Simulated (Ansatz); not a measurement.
# Sr: the cost of one run

Method: DFT PBE, scalar-relativistic, plane waves, PAW, in Ansatz 0.2.0.

## 1. The starting structure

The structure is tetragonal, space group P4/nmm (No. 129). The conventional cell has a = 4.303 Å, b = 4.303 Å, c = 18.000 Å, α = 90.00°, β = 90.00°, γ = 90.00°. Around Sr (site symmetry 4mm) lie 8 Sr at 4.30 Å.

As a file:

```
CELL_PARAMETERS angstrom
4.30253 0.00000 0.00000
0.00000 4.30253 0.00000
0.00000 0.00000 18.00000
ATOMIC_POSITIONS crystal
Sr 0.50000 0.00000 0.41549
Sr 0.00000 0.50000 0.58451
```

A structure generator made this guess: thin slice cut from a crystal along (100). Its size is a rough estimate.

It is a sheet, periodic along a and b, with vacuum along c; volumes and pressures of the box carry no meaning, and space groups named for it are those of the box.

## 2. A first look at the guess

input.yaml reads:

```yaml
crystal:
  lattice:
    - [4.302533, 0.0, 0.0]
    - [0.0, 4.302533, 0.0]
    - [0.0, 0.0, 18.0]
  atoms:
    - { symbol: Sr, position: [0.5, 0.0, 0.41549028] }
    - { symbol: Sr, position: [0.0, 0.5, 0.58450972] }
  periodic: [true, true, false]
basis:
  ecutwfc: 420
kpoints:
  mp_grid: { grid: [4, 4, 1] }
hamiltonian:
  xc: pbe
scf:
  occupations: { method: gaussian, width: 0.1 }
  lower_state_search: "off"
output:
  forces: true
  stress: true
  eigenvalues: true
```

Command:

```bash
$ ansatz run input.yaml --threads 1 --pin off --max-ram 2048MiB --backend cpu --events-out ev --progress --plain --runs-dir out
```

**Question.** How long does this run take on 1 thread of Arm Neoverse V2, shared host, and how much memory does it need?

About 3.4 s, with a peak of 0.48 GiB.
